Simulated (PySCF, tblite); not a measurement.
# C3H10F2SSi2: geometry, infrared bands and NMR shifts

Wanted: the infrared bands and NMR shifts of C3H10F2SSi2 (`CS[Si@@H](F)[C@@H](F)C[SiH3]`), by calculation.

Computed with tblite 0.8.0 and PySCF 2.14.0, with density-fitted response routines of our own, on a single molecule in the gas phase. Atoms count from 0, in the outputs and in this text.

## (1) The molecule as given

18 atoms, charge 0, multiplicity 1; geometry from: force field or distance geometry start.

Bonds of the start (Å): C0–S1 1.85, S1–Si2 2.13, Si2–F3 1.69, Si2–C4 1.85, C4–F5 1.40, C4–C6 1.50, C6–Si7 1.88, C0–H8 1.11, C0–H9 1.10, C0–H10 1.12, Si2–H11 1.48, C4–H12 1.12, C6–H13 1.13, C6–H14 1.09, Si7–H15 1.45, Si7–H16 1.48, Si7–H17 1.47.

## (2) Geometry optimisation with GFN2-xTB

The job: settings as JSON, then the geometry in Å.

```
{"job": {"kind": "relax", "xc": "GFN2-xTB", "basis": "xTB"}, "charge": 0, "multiplicity": 1}
C      3.764200    -0.101500    -0.939000
S      1.952700     0.004000    -1.297400
Si     0.996300    -0.017400     0.611100
F      1.546200     1.281900     1.539600
C     -0.850600    -0.021600     0.546800
F     -1.332600     1.017500     1.348300
C     -1.459900     0.107300    -0.820700
Si    -3.320100     0.069500    -0.530600
H      3.938900    -1.157800    -0.647400
H      4.353700     0.215600    -1.807600
H      4.005000     0.489600    -0.018900
H      1.385400    -1.263100     1.308600
H     -1.247700    -0.963100     1.004300
H     -1.210000    -0.818300    -1.414700
H     -1.203900     0.995300    -1.393200
H     -4.010800    -0.612600    -1.608700
H     -3.512400    -0.664100     0.737700
H     -3.803200     1.444900    -0.333400
```

Command:

```console
$ OMP_NUM_THREADS=1 python probes_run.py task.json out
```

The driver reads the jobs from task.json and runs them one after another.

**Question.** This job is followed by: GFN2-xTB harmonic vibrations, gas phase; GIAO PBE0/pcSseg-1 NMR shielding, non-relativistic, gas phase. What will the session give for the following? strongest single infrared mode (GFN2-xTB); zero-point energy (GFN2-xTB); 13C shifts against TMS (PBE0/pcSseg-1); 1H shifts against TMS (PBE0/pcSseg-1, means over atoms taken as alike); 33S shifts against CS2 (PBE0/pcSseg-1); 29Si shifts against TMS (PBE0/pcSseg-1); 19F shifts against CFCl3 (PBE0/pcSseg-1).

The runs gave:

| quantity | value |
| --- | --- |
| strongest single infrared mode (GFN2-xTB) | 789 cm⁻¹, 414 km/mol |
| zero-point energy (GFN2-xTB) | 75.7 kcal/mol |
| 13C shifts against TMS (PBE0/pcSseg-1) | 91.2, 14.2, 11.5 ppm |
| 1H shifts against TMS (PBE0/pcSseg-1, means over atoms taken as alike) | 5.72, 4.55, 3.99, 2.23, 1.78, 0.95 ppm |
| 33S shifts against CS2 (PBE0/pcSseg-1) | -164 ppm |
| 29Si shifts against TMS (PBE0/pcSseg-1) | 17.1, -73.4 ppm |
| 19F shifts against CFCl3 (PBE0/pcSseg-1) | -200.4, -245.9 ppm |

Relaxing lowered the energy by 0.604 eV in 198 steps; the close pair that moved most is Si2–F3, from 1.689 to 1.616 Å. No mode is imaginary among the 48: a minimum at this level. The strongest single mode, at 789 cm⁻¹, is spread over several atoms, H15, H17, H16, Si7 among them. GFN2-xTB is a fitted tight-binding method: band positions and strengths are rough. Its intensities can rank the bands wrongly. C4 (sp3 CH bonded to F and Si) lies farthest downfield among carbon, at 91.2 ppm; pulled downfield by the heteroatom. At PBE0/pcSseg-1: The widest tensor belongs to S1: span 215 ppm, with a paramagnetic part of -394 ppm.
